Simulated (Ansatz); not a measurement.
# CH3F2Si radical: a ladder of functionals and wavefunction methods

One table from this session's results is given with a row withheld; the runs are named, their logs left out.

Program: Ansatz 0.2.0, Gaussian basis. Level of theory: functionals in def2-TZVPP, the program's frozen cores in correlated methods. These are calculated values, not measurements.

Plan: LDA (SPW92), PBE-D4, revPBE-D4, BLYP-D4, r2SCAN-D4, B97M-V, PBE0-D4, B3LYP-D4, r2SCANh-D4, r2SCAN0-D4, HSE06-D4, BHLYP-D4, CAM-B3LYP-D4, LC-ωPBE, ωB97X-V, ωB97M-V, B2PLYP, PBE-QIDH; CCSD(T)/def2-SVP; CCSD(T)/def2-TZVPP; MP2/def2-QZVPP; extrapolation to the limit; RPA on PBE.

## The relaxed structure

The geometry comes from an earlier relaxation with PBE0-D4 in a triple-zeta def2 set; it is a stationary point, not always the lowest conformer.

SMILES `C[Si](F)F`, 7 atoms, charge 0, spin multiplicity 2.

Atoms are counted from 1 here; the program's logs count them from 0.

Bond lengths: C1–Si2 1.860 Å, C1–H5 1.091 Å, C1–H6 1.091 Å, C1–H7 1.094 Å, Si2–F3 1.598 Å, Si2–F4 1.598 Å. Angles: Si2–C1–H5 110.5°, Si2–C1–H6 110.5°, Si2–C1–H7 108.7°, H5–C1–H6 109.0°, H5–C1–H7 109.0°, H6–C1–H7 109.0°, C1–Si2–F3 108.7°, C1–Si2–F4 108.7°, F3–Si2–F4 106.1°.

Geometry (Å):

```xyz
7

C    -0.2742    0.7290   -0.2180
Si    0.7851   -0.7904   -0.0455
F     1.0774   -1.0376    1.5058
F    -0.0509   -2.0568   -0.5460
H    -0.5392    0.8938   -1.2635
H     0.2527    1.6077    0.1573
H    -1.1898    0.5863    0.3642
```

Set-up of the first run:

in.yaml

```yaml
crystal:
  periodic: [false, false, false]
  atoms:
    - {symbol: C, position_ang: [-0.274163, 0.729017, -0.217950]}
    - {symbol: Si, position_ang: [0.785127, -0.790424, -0.045525]}
    - {symbol: F, position_ang: [1.077393, -1.037569, 1.505769]}
    - {symbol: F, position_ang: [-0.050855, -2.056794, -0.545980]}
    - {symbol: H, position_ang: [-0.539153, 0.893762, -1.263474]}
    - {symbol: H, position_ang: [0.252736, 1.607675, 0.157268]}
    - {symbol: H, position_ang: [-1.189785, 0.586332, 0.364191]}
basis:
  gaussian: {orbitals: def2-TZVPP}
magnetization: {spin_polarized: true, initial_magnetization: 1}
hamiltonian: {xc: lda}
output: {orbitals: {seedname: orbitals}}
```

Steps of the session up to this table: LDA; PBE-D4 (GGA); revPBE-D4 (GGA); BLYP-D4 (GGA); r2SCAN-D4 (meta-GGA); B97M-V (meta-GGA); PBE0-D4 (hybrid); B3LYP-D4 (hybrid); r2SCANh-D4 (hybrid); r2SCAN0-D4 (hybrid); HSE06-D4 (hybrid); BHLYP-D4 (hybrid); CAM-B3LYP-D4 (range-separated); LC-ωPBE-D4 (range-separated; the results give it without D4); ωB97X-V (range-separated); ωB97M-V (range-separated); B2PLYP (double hybrid); PBE-QIDH (double hybrid).

One of the session's tables, all rows but one given; the rest of the session is left out.

It belongs to the step «Orbital energies across the functionals». 

```
  functional  HOMO (eV)  LUMO (eV)  gap (eV)
 LDA (SPW92)      -5.19      -3.79      1.41
      PBE-D4      -5.21      -3.31      1.91
   revPBE-D4      -5.19      -3.13      2.05
     BLYP-D4      -5.04      -3.41      1.63
   r2SCAN-D4      -5.60      -2.80      2.80
      B97M-V      -5.24      -3.59      1.64
     PBE0-D4      -6.51      -2.37      4.15
    B3LYP-D4      -6.23      -2.84      3.39
  r2SCANh-D4      -6.08      -2.51      3.57
  r2SCAN0-D4      -6.79      -2.08      4.70
    HSE06-D4      -6.11      -2.75      3.36
    BHLYP-D4      -7.65      -1.65      6.00
CAM-B3LYP-D4      -7.81      -1.56      6.25
     LC-ωPBE      -9.25       0.01      9.26
     ωB97X-V      -8.72      -0.63      8.09
     ωB97M-V          ?          ?         ?
```

Q: Estimate the row for ωB97M-V from the others.

**Answer.** HOMO (eV): -8.29; LUMO (eV): -0.79; gap (eV): 7.50. In the column «HOMO (eV)» it lies between ωB97X-V (-8.72) and CAM-B3LYP-D4 (-7.81).
